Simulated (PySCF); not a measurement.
# MoOH4: a ladder of methods

Aim: at the PBE0 minimum of singlet MoOH4, found before, compare methods on energies and levels.

Program: PySCF 2.14.0. Level of theory: several methods, basis Mo def2-TZVP with ECP28, O def2-TZVP, H def2-TZVP, scalar-relativistic core potentials, no spin–orbit coupling, density fitting. These are calculated values, not measurements.

**1. The system as given**

6 atoms, charge 0, spin multiplicity 1.

Bond lengths: Mo1–O2 1.643 Å, Mo1–H3 1.709 Å, Mo1–H4 1.654 Å, Mo1–H5 1.709 Å, Mo1–H6 1.654 Å. Angles: O2–Mo1–H3 113.3°, O2–Mo1–H4 101.7°, O2–Mo1–H5 113.3°, O2–Mo1–H6 101.7°, H3–Mo1–H4 118.6°, H3–Mo1–H5 130.5°, H3–Mo1–H6 66.0°, H4–Mo1–H5 66.0°, H4–Mo1–H6 58.4°, H5–Mo1–H6 118.6°.

```xyz
6
charge 0 multiplicity 1
Mo    0.1420    0.1428    0.0458
O    -0.9149   -1.0883   -0.2135
H    -0.2206    1.0623    1.4401
H     0.1439    0.9003   -1.4246
H     1.6044   -0.0279   -0.8224
H    -0.8045    1.4669   -0.2489
```

**2. PBE0**

One driver script runs all steps and calls PySCF; scf.py shows the equivalent input of each level. Each SCF starts from the density of the minimum. The driver also runs the species with one electron less or more at the same geometry (one less: multiplicity 2, one more: multiplicity 2); their logs are not shown.

The input, scf.py:

```python
from pyscf import gto, scf, dft
mol = gto.M(atom='''
Mo     0.142023     0.142784     0.045754
O     -0.914890    -1.088320    -0.213540
H     -0.220608     1.062306     1.440135
H      0.143866     0.900332    -1.424629
H      1.604366    -0.027909    -0.822424
H     -0.804496     1.466871    -0.248872''',
    basis={'Mo': 'def2-TZVP', 'O': 'def2-TZVP', 'H': 'def2-TZVP'},
    ecp={'Mo': 'def2-TZVP'},
    charge=0, spin=0)
mf = dft.RKS(mol, xc='PBE0')
mf.grids.atom_grid = (99, 590)
aux = {'Mo': 'def2-universal-JKFIT', 'O': 'def2-universal-JKFIT', 'H': 'def2-universal-JKFIT'}
mf = mf.density_fit(auxbasis=aux)
mf.kernel()
```

Log:

```text
init E= -145.732798932057
  HOMO = -0.315940090997797  LUMO = -0.123257080525967  gap/eV = 5.24317
cycle= 1 E= -145.732798933199  delta_E= -1.14e-09  |g|= 7.36e-06  |ddm|= 0.000108
  HOMO = -0.315941055940805  LUMO = -0.123258543107614  gap/eV = 5.24316
cycle= 2 E= -145.732798933141  delta_E= 5.79e-11  |g|= 1.98e-05  |ddm|= 1.56e-05
  HOMO = -0.315938882766519  LUMO = -0.123255111535357  gap/eV = 5.24319
Extra cycle  E= -145.732798932351  delta_E= 7.9e-10  |g|= 6.81e-05  |ddm|= 3.88e-05
converged SCF energy = -145.732798932351
```

This level, with the species of one electron less or more, took 9.9 s on 4 threads, shared host.

```
energy                        : -145.732799 Eh
one electron less (charge +1) : -145.334463 Eh (doublet, ⟨S²⟩ 0.78)
one electron more (charge -1) : -145.790316 Eh (doublet, ⟨S²⟩ 0.75)
Mulliken charge of Mo1        : +0.38 e
```

**3. HF**

Edit scf.py of step 2 so:

```diff
@@ -12,2 +12 @@
-mf = dft.RKS(mol, xc='PBE0')
-mf.grids.atom_grid = (99, 590)
+mf = scf.RHF(mol)
```

Log, shortened:

```text
[... the frontier levels of the middle cycles are left out ...]
init E= -144.621825406731
  HOMO = -0.413831788630264  LUMO = 0.010990592231277  gap/eV = 11.56001
cycle= 1 E= -144.637477723261  delta_E= -0.0157  |g|= 0.207  |ddm|= 0.294
  HOMO = -0.452074628364823  LUMO = -0.0276281022737308  gap/eV = 11.54978
cycle= 2 E= -144.63313591479  delta_E= 0.00434  |g|= 0.259  |ddm|= 0.283
  HOMO = -0.440606423578741  LUMO = -0.00534645713558746  gap/eV = 11.84403
cycle= 3 E= -144.64596754006  delta_E= -0.0128  |g|= 0.0317  |ddm|= 0.141
cycle= 4 E= -144.646249196191  delta_E= -0.000282  |g|= 0.0134  |ddm|= 0.0223
cycle= 5 E= -144.646355943791  delta_E= -0.000107  |g|= 0.00395  |ddm|= 0.0196
cycle= 6 E= -144.646378302272  delta_E= -2.24e-05  |g|= 0.00181  |ddm|= 0.00858
cycle= 7 E= -144.646383253623  delta_E= -4.95e-06  |g|= 0.000514  |ddm|= 0.00484
cycle= 8 E= -144.646383642383  delta_E= -3.89e-07  |g|= 0.000175  |ddm|= 0.00131
cycle= 9 E= -144.646383675207  delta_E= -3.28e-08  |g|= 8.03e-05  |ddm|= 0.000303
cycle= 10 E= -144.646383682145  delta_E= -6.94e-09  |g|= 2.78e-05  |ddm|= 0.000161
cycle= 11 E= -144.646383683331  delta_E= -1.19e-09  |g|= 1.08e-05  |ddm|= 7.05e-05
cycle= 12 E= -144.646383683531  delta_E= -2e-10  |g|= 3.13e-06  |ddm|= 2.83e-05
  HOMO = -0.441265014744985  LUMO = -0.00287335182187931  gap/eV = 11.92924
Extra cycle  E= -144.64638368354  delta_E= -9.38e-12  |g|= 1.95e-06  |ddm|= 4.69e-06
converged SCF energy = -144.64638368354
```

This level, with the species of one electron less or more, took 2.3 s.

| Quantity | Value |
| --- | --- |
| energy | -144.646384 Eh |
| one electron less (charge +1) | -144.256723 Eh (doublet, ⟨S²⟩ 1.02) |
| one electron more (charge -1) | -144.695965 Eh (doublet, ⟨S²⟩ 0.78) |
| Mulliken charge of Mo1 | +0.66 e |

**4. MP2**

Edit scf.py of step 3 so:

```diff
@@ -15,0 +16,2 @@
+from pyscf.mp import dfmp2
+dfmp2.DFMP2(mf, frozen=1).kernel()  # the driver gives MP2 a fitting basis of its own (RI)
```

Log, shortened:

```text
[... the frontier levels of the middle cycles are left out ...]
init E= -144.621825406731
  HOMO = -0.413831788630263  LUMO = 0.010990592231277  gap/eV = 11.56001
cycle= 1 E= -144.637477723261  delta_E= -0.0157  |g|= 0.207  |ddm|= 0.294
  HOMO = -0.452074628364819  LUMO = -0.0276281022737201  gap/eV = 11.54978
cycle= 2 E= -144.63313591479  delta_E= 0.00434  |g|= 0.259  |ddm|= 0.283
  HOMO = -0.440606423578749  LUMO = -0.00534645713559456  gap/eV = 11.84403
cycle= 3 E= -144.645967540061  delta_E= -0.0128  |g|= 0.0317  |ddm|= 0.141
cycle= 4 E= -144.646249196191  delta_E= -0.000282  |g|= 0.0134  |ddm|= 0.0223
cycle= 5 E= -144.646355943791  delta_E= -0.000107  |g|= 0.00395  |ddm|= 0.0196
cycle= 6 E= -144.646378302272  delta_E= -2.24e-05  |g|= 0.00181  |ddm|= 0.00858
cycle= 7 E= -144.646383253623  delta_E= -4.95e-06  |g|= 0.000514  |ddm|= 0.00484
cycle= 8 E= -144.646383642383  delta_E= -3.89e-07  |g|= 0.000175  |ddm|= 0.00131
cycle= 9 E= -144.646383675207  delta_E= -3.28e-08  |g|= 8.03e-05  |ddm|= 0.000303
cycle= 10 E= -144.646383682144  delta_E= -6.94e-09  |g|= 2.78e-05  |ddm|= 0.000161
cycle= 11 E= -144.646383683331  delta_E= -1.19e-09  |g|= 1.08e-05  |ddm|= 7.05e-05
cycle= 12 E= -144.64638368353  delta_E= -2e-10  |g|= 3.13e-06  |ddm|= 2.83e-05
  HOMO = -0.441265014744975  LUMO = -0.00287335182189352  gap/eV = 11.92924
Extra cycle  E= -144.646383683541  delta_E= -1.05e-11  |g|= 1.95e-06  |ddm|= 4.69e-06
converged SCF energy = -144.646383683541
```

This level, with the species of one electron less or more, took 2.6 s.

| Property | Result |
| --- | --- |
| energy | -145.420451 Eh |
| one electron less (charge +1) | -145.010106 Eh (doublet, ⟨S²⟩ 1.02) |
| one electron more (charge -1) | -145.464716 Eh (doublet, ⟨S²⟩ 0.78) |
| MP2 correlation in its own fitting basis (same spin, opposite spin) | -0.77407 Eh (-0.22480, -0.54926) |

**5. PBE**

Edit scf.py of step 4 so:

```diff
@@ -12 +12,2 @@
-mf = scf.RHF(mol)
+mf = dft.RKS(mol, xc='PBE')
+mf.grids.atom_grid = (99, 590)
@@ -16,2 +16,0 @@
-from pyscf.mp import dfmp2
-dfmp2.DFMP2(mf, frozen=1).kernel()  # the driver gives MP2 a fitting basis of its own (RI)
```

Log, shortened:

```text
[... the frontier levels of the middle cycles are left out ...]
init E= -145.791387988736
  HOMO = -0.268894906414384  LUMO = -0.164217274717085  gap/eV = 2.84842
cycle= 1 E= -145.785281637616  delta_E= 0.00611  |g|= 0.219  |ddm|= 0.18
  HOMO = -0.241121423301156  LUMO = -0.130648572351959  gap/eV = 3.00612
cycle= 2 E= -145.621494314202  delta_E= 0.164  |g|= 0.93  |ddm|= 0.516
  HOMO = -0.264679662771371  LUMO = -0.156631293280658  gap/eV = 2.94015
cycle= 3 E= -145.794313745696  delta_E= -0.173  |g|= 0.0314  |ddm|= 0.418
cycle= 4 E= -145.794244129991  delta_E= 6.96e-05  |g|= 0.0309  |ddm|= 0.0389
cycle= 5 E= -145.794469643334  delta_E= -0.000226  |g|= 0.0119  |ddm|= 0.0256
cycle= 6 E= -145.794496740377  delta_E= -2.71e-05  |g|= 0.00397  |ddm|= 0.00523
cycle= 7 E= -145.794499895087  delta_E= -3.15e-06  |g|= 0.00077  |ddm|= 0.00179
cycle= 8 E= -145.794500013034  delta_E= -1.18e-07  |g|= 0.000113  |ddm|= 0.000412
cycle= 9 E= -145.794500015433  delta_E= -2.4e-09  |g|= 2.66e-05  |ddm|= 6.32e-05
cycle= 10 E= -145.794500015574  delta_E= -1.41e-10  |g|= 8.56e-07  |ddm|= 1.15e-05
  HOMO = -0.266009230240006  LUMO = -0.1587767160743  gap/eV = 2.91795
Extra cycle  E= -145.794500015573  delta_E= 8.24e-13  |g|= 1.67e-06  |ddm|= 1.66e-06
converged SCF energy = -145.794500015573
```

This level, with the species of one electron less or more, took 18 s.

- energy: -145.794500 Eh
- one electron less (charge +1): -145.406197 Eh (doublet, ⟨S²⟩ 0.76)
- one electron more (charge -1): -145.847143 Eh (doublet, ⟨S²⟩ 0.75)
- Mulliken charge of Mo1: +0.35 e

**6. CCSD(T)**

Edit scf.py of step 5 so:

```diff
@@ -12,2 +12 @@
-mf = dft.RKS(mol, xc='PBE')
-mf.grids.atom_grid = (99, 590)
+mf = scf.RHF(mol)
@@ -16,0 +16,3 @@
+from pyscf import cc
+mycc = cc.CCSD(mf, frozen=1).run()
+mycc.ccsd_t()
```

Log, shortened:

```text
[... the frontier levels of the middle cycles are left out ...]
init E= -144.621825406731
  HOMO = -0.413831788630264  LUMO = 0.0109905922312805  gap/eV = 11.56001
cycle= 1 E= -144.637477723262  delta_E= -0.0157  |g|= 0.207  |ddm|= 0.294
  HOMO = -0.452074628364823  LUMO = -0.0276281022737273  gap/eV = 11.54978
cycle= 2 E= -144.63313591479  delta_E= 0.00434  |g|= 0.259  |ddm|= 0.283
  HOMO = -0.440606423578747  LUMO = -0.00534645713559101  gap/eV = 11.84403
cycle= 3 E= -144.64596754006  delta_E= -0.0128  |g|= 0.0317  |ddm|= 0.141
cycle= 4 E= -144.646249196191  delta_E= -0.000282  |g|= 0.0134  |ddm|= 0.0223
cycle= 5 E= -144.646355943791  delta_E= -0.000107  |g|= 0.00395  |ddm|= 0.0196
cycle= 6 E= -144.646378302271  delta_E= -2.24e-05  |g|= 0.00181  |ddm|= 0.00858
cycle= 7 E= -144.646383253623  delta_E= -4.95e-06  |g|= 0.000514  |ddm|= 0.00484
cycle= 8 E= -144.646383642382  delta_E= -3.89e-07  |g|= 0.000175  |ddm|= 0.00131
cycle= 9 E= -144.646383675207  delta_E= -3.28e-08  |g|= 8.03e-05  |ddm|= 0.000303
cycle= 10 E= -144.646383682144  delta_E= -6.94e-09  |g|= 2.78e-05  |ddm|= 0.000161
cycle= 11 E= -144.646383683331  delta_E= -1.19e-09  |g|= 1.08e-05  |ddm|= 7.05e-05
cycle= 12 E= -144.64638368353  delta_E= -1.99e-10  |g|= 3.13e-06  |ddm|= 2.83e-05
  HOMO = -0.441265014744992  LUMO = -0.00287335182191839  gap/eV = 11.92924
Extra cycle  E= -144.64638368354  delta_E= -9.89e-12  |g|= 1.95e-06  |ddm|= 4.69e-06
converged SCF energy = -144.64638368354
CCSD nocc = 12, nmo = 94
Init t2, MP2 energy = -145.420082654514  E_corr(MP2) -0.773698970973886
RCCSD converged
E(RCCSD) = -145.3818444840911  E_corr = -0.7354608005508256
RCCSD(T) correction = -0.0421093823168837
```

This level took 2 min on 4 threads, shared host.

- energy: -145.423954 Eh
- MP2 correlation in its own fitting basis (same spin, opposite spin): -0.77407 Eh (-0.22480, -0.54926)
- CCSD, (T): -0.73546, -0.04211 Eh; T1 0.026, D1 0.087

**7. All levels side by side**

| level | atomisation energy (kJ/mol) | vertical ionisation energy (eV) | vertical electron affinity (eV) | −ε(HOMO) (eV) | gap (eV) | dipole (D) | wall time |
| --- | --- | --- | --- | --- | --- | --- | --- |
| PBE0 | 1590 | 10.84 | 1.57 | 8.60 | 5.24 | 2.29 | 9.9 s |
| HF | 695 | 10.60 | 1.35 | 12.01 | 11.93 | 2.83 | 2.3 s |
| MP2 | 1649 | 11.17 | 1.20 | – | – | – | 2.6 s |
| PBE | 1738 | 10.57 | 1.43 | 7.24 | 2.92 | 2.07 | 18 s |
| CCSD(T) | 1590 | – | – | – | – | – | 2 min |

Times are for 4 threads, shared host; PBE0 starts from its own converged density, so its time is not comparable. A dash stands where a species or a free atom was not run at that level, or the quantity is not defined.

Atomisation goes to high-spin atoms in their ground configurations, run at the same level, without zero-point energy.

**8. Summary of results**

| quantity | value |
| --- | --- |
| atomisation energy, CCSD(T) in this basis | 1590 kJ/mol |
| vertical ionisation energy, range | 10.57 (PBE) to 11.17 (MP2) eV |
| vertical electron affinity, range | 1.20 (MP2) to 1.57 (PBE0) eV |
| orbital gap, range | 2.92 (PBE) to 11.93 (HF) eV |
| T1, D1 | 0.026, 0.087 |

In words: In atomisation energy the functionals lie from -0 kJ/mol (PBE0) to +148 kJ/mol (PBE) against CCSD(T). In a basis of this size CCSD(T) binds too weakly, often by tens of kJ/mol, while functionals are nearer their limits, so this ranks no functional. HF lacks the correlation that pairing electrons in bonds brings, so it binds too weakly, by 895 kJ/mol even against this CCSD(T). Without diffuse functions electron affinities tend to come out too low.
